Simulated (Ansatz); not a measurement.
# BH₆NOSi: one species, many methods

An exercise on one series of results from a longer session: the logs are not shown, and one member is left open.

Program: Ansatz 0.2.0, Gaussian basis. Level of theory: functionals in def2-TZVPP, the program's frozen cores in correlated methods. These are calculated values, not measurements.

Plan: LDA (SPW92), PBE-D4, revPBE-D4, BLYP-D4, r2SCAN-D4, B97M-V, PBE0-D4, B3LYP-D4, r2SCANh-D4, r2SCAN0-D4, HSE06-D4, BHLYP-D4, CAM-B3LYP-D4, LC-ωPBE, ωB97X-V, ωB97M-V, B2PLYP, PBE-QIDH; CCSD(T)/def2-SVP; CCSD(T)/def2-TZVPP; MP2/def2-QZVPP; extrapolation to the limit; RPA on PBE.

### The relaxed structure

All runs share one geometry, relaxed beforehand with PBE0-D4 in a triple-zeta def2 set.

SMILES `NBO[SiH3]`, 10 atoms, charge 0, spin multiplicity 1.

Atoms are counted from 1 here; the program's logs count them from 0.

Bond lengths: N1–B2 1.395 Å, N1–H5 1.003 Å, N1–H6 1.006 Å, B2–O3 1.370 Å, B2–H7 1.202 Å, O3–Si4 1.641 Å, Si4–H8 1.485 Å, Si4–H9 1.485 Å, Si4–H10 1.487 Å. Angles: B2–N1–H5 122.6°, B2–N1–H6 122.7°, H5–N1–H6 114.7°, N1–B2–O3 119.4°, N1–B2–H7 119.7°, O3–B2–H7 120.9°, B2–O3–Si4 132.6°, O3–Si4–H8 108.9°, O3–Si4–H9 108.9°, O3–Si4–H10 110.8°, H8–Si4–H9 109.1°, H8–Si4–H10 109.6°, H9–Si4–H10 109.6°.

As a file:

| atom | x (Å) | y (Å) | z (Å) |
| --- | --- | --- | --- |
| N1 | -1.38614 | 1.60383 | -0.34653 |
| B2 | -0.20503 | 0.86261 | -0.30064 |
| O3 | -0.22875 | -0.40774 | 0.21266 |
| Si4 | 0.93627 | -1.54514 | 0.41854 |
| H5 | -1.42503 | 2.53733 | -0.71196 |
| H6 | -2.26575 | 1.24443 | -0.01586 |
| H7 | 0.81740 | 1.34415 | -0.71060 |
| H8 | 1.02710 | -1.88418 | 1.86099 |
| H9 | 0.56038 | -2.76192 | -0.34441 |
| H10 | 2.25256 | -1.04457 | -0.05930 |

The first run:

File in.yaml:

```yaml
crystal:
  periodic: [false, false, false]
  atoms:
    - {symbol: N, position_ang: [-1.386144, 1.603828, -0.346526]}
    - {symbol: B, position_ang: [-0.205027, 0.862614, -0.300643]}
    - {symbol: O, position_ang: [-0.228749, -0.407736, 0.212655]}
    - {symbol: Si, position_ang: [0.936265, -1.545140, 0.418542]}
    - {symbol: H, position_ang: [-1.425027, 2.537325, -0.711958]}
    - {symbol: H, position_ang: [-2.265752, 1.244429, -0.015855]}
    - {symbol: H, position_ang: [0.817399, 1.344154, -0.710596]}
    - {symbol: H, position_ang: [1.027099, -1.884184, 1.860988]}
    - {symbol: H, position_ang: [0.560378, -2.761924, -0.344408]}
    - {symbol: H, position_ang: [2.252558, -1.044566, -0.059301]}
basis:
  gaussian: {orbitals: def2-TZVPP}
hamiltonian: {xc: lda}
output: {orbitals: {seedname: orbitals}}
```

Steps of the session up to this table: LDA; PBE-D4 (GGA); revPBE-D4 (GGA); BLYP-D4 (GGA); r2SCAN-D4 (meta-GGA); B97M-V (meta-GGA); PBE0-D4 (hybrid); B3LYP-D4 (hybrid); r2SCANh-D4 (hybrid); r2SCAN0-D4 (hybrid); HSE06-D4 (hybrid); BHLYP-D4 (hybrid); CAM-B3LYP-D4 (range-separated); LC-ωPBE-D4 (range-separated; the results give it without D4); ωB97X-V (range-separated); ωB97M-V (range-separated); B2PLYP (double hybrid); PBE-QIDH (double hybrid).

One table of the session follows, with a row left open; its other results are not shown here.

It belongs to the step «Orbital energies across the functionals». 

| functional | HOMO (eV) | LUMO (eV) | gap (eV) |
| --- | --- | --- | --- |
| LDA (SPW92) | -6.72 | -0.65 | 6.07 |
| PBE-D4 | -6.55 | -0.39 | 6.16 |
| revPBE-D4 | -6.49 | -0.28 | 6.21 |
| BLYP-D4 | -6.42 | -0.27 | 6.15 |
| r2SCAN-D4 | ? | ? | ? |
| B97M-V | -6.96 | -0.23 | 6.72 |
| PBE0-D4 | -7.95 | 0.47 | 8.42 |
| B3LYP-D4 | -7.70 | 0.24 | 7.94 |
| r2SCANh-D4 | -7.37 | 0.36 | 7.73 |
| r2SCAN0-D4 | -8.16 | 0.76 | 8.93 |
| HSE06-D4 | -7.54 | 0.10 | 7.64 |
| BHLYP-D4 | -9.26 | 1.28 | 10.55 |
| CAM-B3LYP-D4 | -9.37 | 1.41 | 10.78 |
| LC-ωPBE | -10.78 | 2.62 | 13.40 |
| ωB97X-V | -10.40 | 2.45 | 12.85 |
| ωB97M-V | -10.32 | 2.07 | 12.39 |

**Question.** Estimate the row for r2SCAN-D4.

Worked estimate for «HOMO (eV)». Against the share of exact exchange, r2SCANh-D4 (0.1, -7.37), r2SCAN0-D4 (0.25, -8.16) give a slope of -5.27 per unit share; at 0 the line stands at -6.84.

**Answer.** HOMO (eV): -6.84; LUMO (eV): 0.07; gap (eV): 6.92. In «HOMO (eV)» the line misses by 0.00.
